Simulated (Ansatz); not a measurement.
# InSb: the cost of one run

Method: DFT PBEsol, scalar-relativistic, plane waves, PAW, in Ansatz 0.2.0.

1 further run of the same task is left out (set aside as unsound or not needed).

## 1. Starting point

It takes space group F-43m (No. 216, cubic). Conventional cell: a = 6.520 Å, b = 6.520 Å, c = 6.520 Å, α = 90.00°, β = 90.00°, γ = 90.00°. Around In (site symmetry -43m) lie 4 Sb at 2.82 Å. Sb (site symmetry -43m) has 4 In at 2.82 Å as nearest neighbours.

Coordinates:

```cif
data_structure
_symmetry_space_group_name_H-M 'F-43m'
_symmetry_Int_Tables_number 216
_cell_length_a 6.5199
_cell_length_b 6.5199
_cell_length_c 6.5199
_cell_angle_alpha 90.000
_cell_angle_beta 90.000
_cell_angle_gamma 90.000
_cell_volume 277.15
loop_
_atom_site_label
_atom_site_type_symbol
_atom_site_symmetry_multiplicity
_atom_site_Wyckoff_symbol
_atom_site_fract_x
_atom_site_fract_y
_atom_site_fract_z
_atom_site_occupancy
In1 In 4 a 0.00000 0.00000 0.00000 1
Sb1 Sb 4 d 0.25000 0.25000 0.75000 1
```

It is the result of an earlier relaxation at this level (volume 34.64 Å³/atom; gap on the mesh: none (metal)).

## 2. The bulk in the cell of the plane

The input, input.yaml:

```yaml
crystal:
  lattice:
    - [4.6102358844, 0.0, 0.0]
    - [0.0, 6.5198581135, 0.0]
    - [2.3051179422, -3.2599290567, 2.3051179422]
  atoms:
    - { symbol: In, position: [0.0, 0.0, 0.0] }
    - { symbol: Sb, position: [0.5, 0.25, 0.0] }
basis:
  ecutwfc: 420
kpoints:
  mp_grid: { grid: [8, 6, 15] }
hamiltonian:
  xc: pbesol
scf:
  occupations: { method: gaussian, width: 0.1 }
output:
  forces: true
  stress: true
  eigenvalues: true
```

Started as:

```bash
$ ansatz run input.yaml --threads 2 --pin off --max-ram 5120MiB --backend cpu --events-out ev --progress --plain --runs-dir out
```

What time and memory should one allow on 2 threads of Intel Xeon at 2.70GHz, shared host?

About 29 s, with a peak of 0.76 GiB.
